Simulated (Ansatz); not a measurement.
Ba2Tl5V3O12 under changes of volume

One of the cells (22.603 Å³/atom); the others are scaled copies at fixed shape and fractional positions:

```
Ba V Tl O
1.0
     6.48991   -6.67692   -0.04765
     6.48991    6.67692   -0.04765
    -1.96739    0.00000    5.75220
Ba V Tl O
2 3 5 12
Direct
  0.47917 0.52083 0.00000
  0.79264 0.20736 0.00000
  0.65694 0.94605 0.25735
  0.05395 0.34306 0.74265
  0.57442 0.42558 0.50000
  0.49835 0.85629 0.63726
  0.14371 0.50165 0.36274
  0.01508 0.98492 0.50000
  0.30964 0.12677 0.21892
  0.87323 0.69036 0.78108
  0.00390 0.26325 0.44275
  0.59719 0.60676 0.67706
  0.91333 0.42820 0.84635
  0.52536 0.79943 0.20594
  0.68766 0.41628 0.31356
  0.09251 0.20316 0.88601
  0.58372 0.31234 0.68644
  0.79684 0.90749 0.11399
  0.57180 0.08667 0.15365
  0.20057 0.47464 0.79406
  0.73675 0.99610 0.55725
  0.39324 0.40281 0.32294
```

The cell was built by a generator and needn't be a form met in nature.

- Program: Ansatz 0.2.0
- Functional: PBE
- Potentials or basis: Ansatz PAW
- Cutoff: 420 eV (not typed: the program's choice for these potentials)
- k mesh: 3 × 3 × 5
- Occupations: fermi-dirac, width 0.05 eV
- Spin: collinear spin, ferromagnetic start
- Starting moments: [0.0, 0.0, 2.0, 2.0, 2.0, 0.0, 0.0, 0.0, 0.0, 0.0, 0.0, 0.0, 0.0, 0.0, 0.0, 0.0, 0.0, 0.0, 0.0, 0.0, 0.0, 0.0] μB

```tsv
volume (Å³/atom)	energy over the lowest point (meV/atom)	pressure (GPa)	gap on the mesh (eV)	largest force (eV/Å)
21.247	?	?	?	?
21.699	8.69	3.2	2.91	0.831
22.151	2.09	1.5	2.91	0.400
22.603	0.00	0.0	2.90	0.005
23.055	1.94	-1.3	2.88	0.370
23.507	7.45	-2.6	2.86	0.715
23.959	16.22	-3.6	2.83	1.035
```

Q: What does the run at 21.247 Å³/atom give?

A: Energy over the lowest point 20.22 meV/atom; pressure 5.0 GPa; gap on the mesh 2.90 eV; largest force 1.294 eV/Å.

Worked out: A Birch-Murnaghan fit of order 3 (a polynomial in V^(-2/3)) to the other rows has its minimum at 22.60 Å³/atom with B0 = V·E''(V) = 71 GPa and B' = 4.6 at fixed shape and positions, which overstates the stiffness. It gives 20.31 meV/atom at 21.247 Å³/atom, against the run's 20.22, and -dE/dV = 5.1 GPa, against 5.0. A parabola through the other rows of the gap, of slope 0.463 eV per unit of ln V there, extrapolates to 2.91 eV, against the run's 2.90.

Energies are extrapolated to zero smearing.

Caveats: odd divisions of the mesh miss points on the zone boundary, where band edges often lie, so the gap on the mesh can be too wide; spin-orbit coupling is left out, which as a rule narrows the gap of such compounds by several tenths of an eV; the starting moments weren't kept; forces of over 1 eV/Å show positions far from the minimum, so gaps and moduli don't describe the material at rest (some runs).

A mesh can miss the band edges.
